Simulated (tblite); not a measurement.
# C5H12S2Si: the cost of one run

Programs: tblite 0.8.0 and PySCF 2.14.0, with density-fitted response routines of our own. Each step states its level of theory. These are calculated values for one molecule, in the gas phase or a continuum, unless marked as measured. Atoms count from 0, in the outputs and in this text.

**1. Starting geometry**

20 atoms, charge 0, multiplicity 1; geometry from: force field or distance geometry start.

Bonds of the start (Å): Si0–S1 2.16, S1–C2 1.81, C2–C3 1.52, C3–C4 1.53, C4–C5 1.53, C5–C6 1.53, C6–S7 1.81, S7–C2 1.83, Si0–H8 1.48, Si0–H9 1.49, Si0–H10 1.47, C2–H11 1.09, C3–H12 1.10, C3–H13 1.11, C4–H14 1.10, C4–H15 1.10, C5–H16 1.09, C5–H17 1.09, C6–H18 1.09, C6–H19 1.10.

**2. Geometry optimisation with GFN2-xTB**

What the job is given:

```
{"job": {"kind": "relax", "xc": "GFN2-xTB", "basis": "xTB"}, "charge": 0, "multiplicity": 1}
Si     3.452400    -0.245400    -0.070500
S      1.676300     0.956300    -0.310800
C      0.484400    -0.206800    -1.031500
C     -0.233500    -1.075600    -0.005400
C     -1.152300    -0.342600     0.981800
C     -2.261700     0.434000     0.262900
C     -1.726700     1.480600    -0.711800
S     -0.731600     0.734000    -2.031300
H      3.838600    -0.778400    -1.396400
H      3.118200    -1.374200     0.840100
H      4.528700     0.583400     0.504000
H      0.999500    -0.852700    -1.742000
H     -0.832700    -1.840200    -0.514700
H      0.510700    -1.650100     0.580300
H     -0.571700     0.348000     1.608100
H     -1.613700    -1.069400     1.664200
H     -2.920300    -0.261200    -0.254600
H     -2.874000     0.932000     1.020700
H     -2.569100     2.004100    -1.168500
H     -1.126500     2.235000    -0.180300
```

Command:

```console
$ OMP_NUM_THREADS=1 python probes_run.py task.json out
```

The driver reads the jobs from task.json and runs them one after another.

Q: Estimate the wall time and peak memory of this first job on 1 thread of Arm Neoverse N1, shared host.

About 1.1 s, with a peak of 0.18 GiB.
